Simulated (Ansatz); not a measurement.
# SiSbH5 (SMILES [SiH3][SbH2]): functionals against CCSD(T) at one geometry

One table from this session's results is given with a row withheld; the runs are named, their logs left out.

Computed with Ansatz 0.2.0, Gaussian basis. Level: single points in def2-TZVPP.

Cores are frozen in the correlated methods. Filled d shells of the heavier atoms are correlated. Core potentials replace the inner electrons past krypton, and spin-orbit coupling is left out.

## The starting structure

SMILES `[SiH3][SbH2]`, 7 atoms, charge 0, spin multiplicity 1.

Atoms are counted from 1 here; the program's logs count them from 0.

Bond lengths: Si1–Sb2 2.494 Å, Si1–H3 1.448 Å, Si1–H4 1.471 Å, Si1–H5 1.666 Å, Sb2–H6 1.989 Å, Sb2–H7 1.766 Å. Angles: Sb2–Si1–H3 111.2°, Sb2–Si1–H4 109.5°, Sb2–Si1–H5 112.5°, H3–Si1–H4 111.1°, H3–Si1–H5 98.4°, H4–Si1–H5 113.7°, Si1–Sb2–H6 98.6°, Si1–Sb2–H7 88.0°, H6–Sb2–H7 66.6°.

Coordinates:

```mol
H5SbSi
  3D, bonds by distance, orders not assigned

  7  6  0  0  0  0  0  0  0  0999 V2000
   -0.7137   -0.6868   -0.3947 Si  0  0
    1.0592   -0.0769    1.2494 Sb  0  0
   -1.9564   -1.0148    0.2723 H   0  0
   -0.2466   -1.8061   -1.2267 H   0  0
   -1.2468    0.6237   -1.2735 H   0  0
    0.6338    1.8566    1.4396 H   0  0
    1.7907    0.9286   -0.0045 H   0  0
  1  2  8  0
  1  3  8  0
  1  4  8  0
  1  5  8  0
  2  6  8  0
  2  7  8  0
M  END
```

Set-up of the first run:

run/in.yaml

```yaml
crystal:
  periodic: [false, false, false]
  atoms:
    - {symbol: Si, position_ang: [-0.713700, -0.686800, -0.394700]}
    - {symbol: Sb, position_ang: [1.059200, -0.076900, 1.249400]}
    - {symbol: H, position_ang: [-1.956400, -1.014800, 0.272300]}
    - {symbol: H, position_ang: [-0.246600, -1.806100, -1.226700]}
    - {symbol: H, position_ang: [-1.246800, 0.623700, -1.273500]}
    - {symbol: H, position_ang: [0.633800, 1.856600, 1.439600]}
    - {symbol: H, position_ang: [1.790700, 0.928600, -0.004500]}
basis:
  gaussian: {orbitals: def2-TZVPP}
correlation: {method: ccsd_t}
output: {forces: true}
```

The command line of these runs was not kept.

Steps of the session up to this table: CCSD(T)/def2-TZVPP; PBE0-D4/def2-TZVPP; wB97M-V/def2-TZVPP; r2SCAN-D4/def2-TZVPP; PBE-D4/def2-TZVPP; CAM-B3LYP-D4/def2-TZVPP; HSE06-D4/def2-TZVPP.

One of the session's tables, all rows but one given; the rest of the session is left out.

```
      method  RMS force component (eV/Å)  angle to CCSD(T) forces (°)  dipole (D)
     CCSD(T)                       1.237                    reference        1.05
     PBE0-D4                       1.233                          2.3        1.11
     wB97M-V                       1.285                          3.2        1.22
   r2SCAN-D4                           ?                            ?           ?
      PBE-D4                       1.139                          7.0        1.10
CAM-B3LYP-D4                       1.281                          2.4        1.23
    HSE06-D4                       1.231                          2.4        1.11
```

Estimate the missing values for r2SCAN-D4.

As computed: RMS force component (eV/Å): 1.218; angle to CCSD(T) forces (°): 2.1; dipole (D): 1.10. In the column «RMS force component (eV/Å)» it lies between PBE-D4 (1.139) and HSE06-D4 (1.231).
